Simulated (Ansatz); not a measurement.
Runs of Ansatz 0.2.0 on HfIn4SiO6. Symmetry: C2, No. 5, monoclinic system. The conventional cell has a = 5.432 Å, b = 9.407 Å, c = 7.636 Å, α = 90.00°, β = 104.07°, γ = 90.00°. Hf (site symmetry 2) has 6 O at 2.13 to 2.14 Å as nearest neighbours. Around In (site symmetry 2) lie 2 O at 2.73 Å and 4 In at 3.12 Å. In (site symmetry 2) is surrounded by 6 O at 2.23 Å. In (site symmetry 2) has 2 O at 2.73 Å and 3 In at 3.07 to 3.12 Å as nearest neighbours. Around In (site symmetry 2) lie 2 O at 2.73 Å and 3 In at 3.07 to 3.12 Å. Si (site symmetry 2) has 6 O at 1.85 Å as nearest neighbours. O (site symmetry 1) is surrounded by 1 Si at 1.85 Å. O (site symmetry 1) has 1 Si at 1.85 Å as nearest neighbours. The cell was built by a generator and needn't be a form met in nature.

```csv
task,level,U,points for each segment of the path,hubbard projectors,double counting,gap on the mesh (eV),pressure (GPa),largest force (eV/Å)
band structure,RPBE,-,10,-,-,none,(a),0.15
projected density of states,PBE+U,Hf d U = 6 eV,-,ortho-atomic (the default),fll (the default),none,1.6,(b)
atomic charges,PBE,-,-,-,-,none,0.0,0.01
electric field gradients,PBE,-,-,-,-,none,0.0,0.01
projected density of states,PBE+U,Hf d U = 4 eV,-,ortho-atomic (the default),fll (the default),none,1.0,0.20
```

Alike in all rows: potentials or basis Ansatz PAW; no spin polarisation; cell as given; k mesh 6 × 6 × 4; cutoff (eV) 420; smearing fermi-dirac 0.05 eV.

**Question.** Fill in the values left out.

**Answer.** (a) 3.1; (b) 0.32.

Caveats: U without spin polarisation on a metal has little footing (some runs); spin-orbit coupling is left out, which moves the levels of the heavy elements (some runs); the PAW data sets come from PBE, with cores solved anew for the run's functional, which leaves a small shift of forces and pressure (some runs).

A k mesh can miss the band edges, and the runs leave out spin-orbit coupling on Hf, In.

A gap of «none» marks a metal or a gap under the smearing width.
